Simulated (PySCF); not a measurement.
# C7H6F2N: the cost of one run

Computed with PySCF 2.14.0 and routines of our own; the level stands in each step. Atoms count from 0.

## 1. The system as given

16 atoms, charge 0, multiplicity 2; geometry from: GFN2-xTB.

## 2. Open-shell or spin-flip excitations: unrestricted TDA B3LYP/def2-SVP

The job: settings as JSON, then the geometry in Å.

```
{"job": {"kind": "uabs", "xc": "B3LYP", "basis": "def2-SVP", "nstates": 10, "tda": true}, "charge": 0, "multiplicity": 2}
N     -1.953236    -0.457119    -2.089666
C     -1.293587    -0.264457    -0.981715
C     -1.873245    -0.206698     0.329844
C     -1.094334     0.007898     1.436385
C      0.283283     0.170860     1.311408
C      0.880924     0.118875     0.045539
C      2.372887     0.299040    -0.052816
F      3.025192    -0.665937     0.647598
F      2.756445     1.478164     0.502087
C      0.124910    -0.092586    -1.078074
H     -2.955616    -0.571932    -1.954340
H     -2.942780    -0.336346     0.423675
H     -1.544647     0.052929     2.417068
H      0.897965     0.338769     2.182295
H      2.747438     0.276336    -1.087126
H      0.560803    -0.138853    -2.063572
```

Level: unrestricted TDA B3LYP/def2-SVP, vertical, gas phase, core orbitals frozen in the response.

On the command line:

```sh
$ OMP_NUM_THREADS=1 python excited_run.py task.json out
```

This one command runs all jobs of the session in turn.

**Question.** How long does this first job take on 1 thread of Intel Xeon at 2.50GHz, shared host, and how much memory does it need?

About 2.4 min, with a peak of 0.67 GiB.
